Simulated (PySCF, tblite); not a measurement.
# C₃H₇F₃SSi₂: geometry, infrared bands and NMR shifts

Aim: predict the infrared bands and NMR shifts of C₃H₇F₃SSi₂ (`FC(F)(F)/C=C\[SiH2]S[SiH3]`).

Computed with tblite 0.8.0 and PySCF 2.14.0, with density-fitted response routines of our own, on a single molecule in the gas phase. Atoms are numbered from 0 throughout.

**1. Starting geometry**

16 atoms, charge 0, multiplicity 1; geometry from: force field or distance geometry start.

Bonds of the start (Å): F0–C1 1.39, C1–F2 1.37, C1–F3 1.40, C1–C4 1.49, C4–C5 1.30, C5–Si6 1.83, Si6–S7 2.17, S7–Si8 2.12, C4–H9 1.08, C5–H10 1.11, Si6–H11 1.46, Si6–H12 1.45, Si8–H13 1.48, Si8–H14 1.46, Si8–H15 1.48.

**2. Geometry optimisation with GFN2-xTB**

Job settings and geometry (Å):

```
{"job": {"kind": "relax", "xc": "GFN2-xTB", "basis": "xTB"}, "charge": 0, "multiplicity": 1}
F     -2.935900     1.671800     0.103000
C     -2.841000     0.303800    -0.136500
F     -2.181900     0.000700    -1.298600
F     -4.164400    -0.105400    -0.315000
C     -2.341000    -0.434900     1.061100
C     -1.072500    -0.671000     1.249000
Si     0.256200    -0.132800     0.107600
S      2.122600    -0.615400     1.102200
Si     3.811800     0.249000     0.153000
H     -3.064000    -0.788800     1.788200
H     -0.809600    -1.229200     2.167100
H      0.293500     1.307700    -0.124700
H      0.186900    -0.910100    -1.109900
H      4.009500     1.657300     0.551500
H      3.679700     0.187000    -1.297400
H      5.042500    -0.480800     0.523000
```

Command:

```console
> OMP_NUM_THREADS=1 python probes_run.py task.json out
```

This one command runs all jobs of the session in turn.

**Question.** This job is followed by: GFN2-xTB harmonic vibrations, gas phase; GIAO PBE0/pcSseg-1 NMR shielding, non-relativistic, gas phase. What will the session give for the following? strongest single infrared mode (GFN2-xTB); zero-point energy (GFN2-xTB); 13C shifts against TMS (PBE0/pcSseg-1); 1H shifts against TMS (PBE0/pcSseg-1, means over atoms taken as alike); 19F shifts against CFCl3 (PBE0/pcSseg-1, means over atoms taken as alike); 29Si shifts against TMS (PBE0/pcSseg-1); 33S shifts against CS2 (PBE0/pcSseg-1).

**Answer**, as computed:

| quantity | value |
| --- | --- |
| strongest single infrared mode (GFN2-xTB) | 2312 cm⁻¹, 438 km/mol |
| zero-point energy (GFN2-xTB) | 55.4 kcal/mol |
| 13C shifts against TMS (PBE0/pcSseg-1) | 149.1, 147.4, 132.0 ppm |
| 1H shifts against TMS (PBE0/pcSseg-1, means over atoms taken as alike) | 6.96, 6.91, 5.31, 4.67 ppm |
| 19F shifts against CFCl3 (PBE0/pcSseg-1, means over atoms taken as alike) | -73.8 ppm |
| 29Si shifts against TMS (PBE0/pcSseg-1) | -37.3, -59.1 ppm |
| 33S shifts against CS2 (PBE0/pcSseg-1) | -329 ppm |

**Reading.** The optimisation took 100 steps and gained 0.442 eV; among the close pairs (by a distance rule), C1–F3 changed most, from 1.397 to 1.339 Å. All 42 modes are real, so the xTB geometry is a minimum. Unscaled tight-binding wavenumbers are off by several per cent, some by more. Its intensities can rank the bands wrongly. At PBE0/pcSseg-1: Shielding is most anisotropic at C5 (span 249 ppm, paramagnetic term -226 ppm).
